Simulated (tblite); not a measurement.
# C6H8F2GeO: the cost of one run

Computed with tblite 0.8.0 and PySCF 2.14.0, with density-fitted response routines of our own, on a single molecule in the gas phase. Atoms count from 0, in the outputs and in this text.

### Step 1. Starting geometry

18 atoms, charge 0, multiplicity 1; geometry from: force field or distance geometry start.

Bonds of the start (Å): F0–C1 1.38, C1–C2 1.48, C2–Ge3 1.93, Ge3–F4 1.77, C2–C5 1.32, C5–C6 1.44, C6–C7 1.33, C7–C8 1.48, C8–O9 1.43, O9–C5 1.39, C1–H10 1.12, C1–H11 1.12, Ge3–H12 1.56, Ge3–H13 1.54, C6–H14 1.07, C7–H15 1.08, C8–H16 1.13, C8–H17 1.09.

### Step 2. Geometry optimisation with GFN2-xTB

The job: settings as JSON, then the geometry in Å.

```
{"job": {"kind": "relax", "xc": "GFN2-xTB", "basis": "xTB"}, "charge": 0, "multiplicity": 1}
F     -2.447400    -1.653200    -1.026100
C     -1.565500    -1.608800     0.037000
C     -0.979700    -0.245700     0.094600
Ge    -2.158800     1.267500     0.328000
F     -1.252600     2.730000     0.722600
C      0.310300    -0.003700    -0.035300
C      1.362400    -0.971100    -0.226800
C      2.540000    -0.364500    -0.299700
C      2.288700     1.085700    -0.161500
O      0.879200     1.262600     0.008500
H     -2.148500    -1.804200     0.967500
H     -0.788700    -2.406400    -0.105500
H     -3.134400     1.030600     1.520400
H     -3.022500     1.538500    -0.915500
H      1.211300    -2.033300    -0.288300
H      3.473000    -0.881900    -0.434900
H      2.722000     1.446600     0.819800
H      2.702700     1.617600    -1.016400
```

On the command line:

```
OMP_NUM_THREADS=1 python probes_run.py task.json out
```

The driver reads the jobs from task.json and runs them one after another.

Q: Estimate the wall time and peak memory of this first job on 1 thread of Arm Neoverse N1, shared host.

About 1.7 s, with a peak of 0.18 GiB.
